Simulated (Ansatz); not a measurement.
## Cu3O2 in Ansatz: the effect of target pressure

Crystal: Cu3O2.

```
Cu O
1.0
    -2.02298    2.02298    3.67362
     2.02298   -2.02298    3.67362
     2.02298    2.02298   -3.67362
Cu O
3 2
Cartesian
  0.0000 0.0000 0.0000
  0.0000 2.0230 1.8368
  2.0230 0.0000 1.8368
  0.0000 2.0230 0.0000
  2.0230 0.0000 0.0000
```

The cell comes from a database or a generator and needn't be the stable form of this composition.

Alike in all runs:

| Property | Result |
| --- | --- |
| Program | Ansatz 0.2.0 |
| Task | relaxation of cell and atoms |
| Functional | PBE |
| Potentials or basis | Ansatz PAW |
| Cutoff | 420 eV (not typed: the program's choice for these potentials) |
| k mesh | 9 × 9 × 9 |
| Occupations | fermi-dirac, width 0.05 eV |
| Spin | no spin polarisation |

Each run relaxes the cell or the atoms first.

Question: One run gave: relaxed volume 11.17 Å³/atom. Which target pressure did it use?
A. 20 GPa
B. 10 GPa
C. 2 GPa
D. 5 GPa
E. 0 GPa

Answer: B.

| target pressure | relaxed volume (Å³/atom) |
| --- | --- |
| 0 GPa | 12.14 |
| 2 GPa | 11.90 |
| 5 GPa | 11.59 |
| 10 GPa | 11.17 |
| 20 GPa | 10.54 |
| 30 GPa | 10.06 |

Caveats: the plane-wave basis is chosen anew once the cell has moved, so the energies of steps on either side of that aren't comparable; an odd number of electrons without spin polarisation forces a metal; a magnetic or distorted state may lie lower; the run has no spin polarisation, though such a crystal can be magnetic; the volume moved by over 15 % at a fixed basis, so the end points are rough (some runs).
